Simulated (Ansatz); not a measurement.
# H5O3Si2: the cost of one run

The runs use Ansatz 0.2.0, Gaussian basis; functionals in def2-TZVPP, the program's frozen cores in correlated methods.

Plan: PBE-D4, r2SCAN-D4, PBE0-D4, B3LYP-D4, ωB97X-V, ωB97M-V, B2PLYP; CCSD(T)/def2-TZVPP; MP2/def2-QZVPP; extrapolation to the limit.

## Step 1: The relaxed structure

The geometry comes from an earlier relaxation with PBE0-D4 in a triple-zeta def2 set; it is a stationary point, not always the lowest conformer.

10 atoms, charge 0, spin multiplicity 2.

Atoms are counted from 1 here; the program's logs count them from 0.

Bond lengths: O1–Si2 1.664 Å, O1–H6 0.959 Å, Si2–Si3 2.341 Å, Si2–H7 1.500 Å, Si3–O4 1.647 Å, Si3–O5 1.638 Å, Si3–H8 1.497 Å, O4–H9 0.959 Å, O5–H10 0.959 Å. Angles: Si2–O1–H6 117.2°, O1–Si2–Si3 105.9°, O1–Si2–H7 109.4°, Si3–Si2–H7 114.7°, Si2–Si3–O4 110.9°, Si2–Si3–O5 104.6°, Si2–Si3–H8 113.9°, O4–Si3–O5 108.6°, O4–Si3–H8 107.7°, O5–Si3–H8 111.0°, Si3–O4–H9 117.4°, Si3–O5–H10 117.9°.

## Step 2: PBE-D4 (GGA)

in.yaml

```yaml
crystal:
  periodic: [false, false, false]
  atoms:
    - {symbol: O, position_ang: [-1.008298, -2.088636, 0.577143]}
    - {symbol: Si, position_ang: [-1.077237, -0.922158, -0.607541]}
    - {symbol: Si, position_ang: [0.471153, 0.719230, 0.015744]}
    - {symbol: O, position_ang: [1.966810, 0.064395, 0.231560]}
    - {symbol: O, position_ang: [0.526999, 1.742263, -1.262222]}
    - {symbol: H, position_ang: [-1.746317, -2.697435, 0.637025]}
    - {symbol: H, position_ang: [-2.488726, -0.431848, -0.743639]}
    - {symbol: H, position_ang: [0.109745, 1.449988, 1.271104]}
    - {symbol: H, position_ang: [2.150230, -0.347210, 1.077566]}
    - {symbol: H, position_ang: [1.095642, 2.511411, -1.196752]}
basis:
  gaussian: {orbitals: def2-TZVPP}
magnetization: {spin_polarized: true, initial_magnetization: 1}
hamiltonian: {xc: pbe, dispersion: d4}
output: {forces: true, orbitals: {seedname: orbitals}}
```

The run is started by

```sh
ansatz run in.yaml --threads 2 --pin off --events-out ev --progress --plain --max-ram 32768MiB --backend cpu
```

What time and memory should one allow on 2 threads of AMD EPYC 7R13, shared host?

About 7 s, with a peak of 0.38 GiB.
